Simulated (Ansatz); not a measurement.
Working through a rigid torsion scan of C2H8Si2, SMILES C=C([SiH3])[SiH3]

With Ansatz's Python interface.

Typed at the interpreter:
```pycon
>>> import warnings
>>> import ansatz as az
>>> from ase import Atoms
>>> warnings.simplefilter("ignore", az.DeckWarning)
>>> atoms = Atoms(["C", "C", "Si", "Si", "H", "H", "H", "H", "H", "H", "H", "H"], positions=[
...     [-0.3937, 1.6536, -0.0365],
...     [-0.1139, 0.3933, -0.0149],
...     [-0.3669, -0.7153, 1.4304],
...     [0.7113, -0.534, -1.4218],
...     [-0.2869, 2.3034, -0.9526],
...     [-0.8809, 2.2215, 0.8076],
...     [1.0003, -1.2518, 1.8991],
...     [-1.2051, -1.8228, 1.1009],
...     [-0.9309, 0.0678, 2.6066],
...     [0.8139, 0.3618, -2.559],
...     [-0.2584, -1.6631, -1.8045],
...     [1.9881, -1.0695, -1.0211],
... ])
>>> # relax first, so that the scan starts from a minimum
>>> first = (
...     az.Crystal.molecule_from_ase(atoms).calculation()
...     .basis(gaussian="cc-pVDZ")
...     .functional("b3lyp", dispersion="d4")
...     .relax(force_tolerance=0.02, max_steps=80)
... )
>>> atoms.positions = first.run(threads=1, backend="cpu").report["positions_ang"]
>>> start = atoms.get_dihedral(2, 1, 0, 4)
>>> energies = {}
>>> for turn in range(0, 360, 30):
...     turned = atoms.copy()
...     turned.set_dihedral(2, 1, 0, 4, start + turn, indices=[0, 4, 5])
...     base = (
...         az.Crystal.molecule_from_ase(turned).calculation()
...         .basis(gaussian="cc-pVDZ")
...         .functional("b3lyp", dispersion="d4")
...     )
...     energies[round((start + turn) % 360)] = base.run(threads=1, backend="cpu").report["free_energy_ev"]
...
>>> floor = min(energies.values())
>>> print("dihedral Si2-C1-C0-H4 (deg)   E - E(min) (kJ/mol)")
dihedral Si2-C1-C0-H4 (deg)   E - E(min) (kJ/mol)
>>> for angle, e in sorted(energies.items()):
...     print(f"{angle:8d} {96.485332 * (e - floor):14.3f}  " + "#" * int(30 * (e - floor) / max(max(energies.values()) - floor, 1e-9)))
...
       0          0.000
      30         39.988  ###
      60        155.239  ##############
      90        322.738  ##############################
     120        155.200  ##############
     150         39.979  ###
     180          0.000
     210         39.988  ###
     240        155.239  ##############
     270        322.738  #############################
     300        155.200  ##############
     330         39.979  ###
```

Reading the output:
- The scan is rigid and the energies are electronic, in a modest basis. With rigid groups the curve can differ much from the relaxed path, the start wasn't checked as a minimum of this torsion, and equivalent turns needn't return to the same energy.
- b3lyp holds the VWN-RPA fit, as in Gaussian; the form of ORCA and Turbomole is b3lyp5.
- Wall time of the script: 110 s on 1 thread of Arm Neoverse V1, on a shared host, peak memory 0.3 GiB.
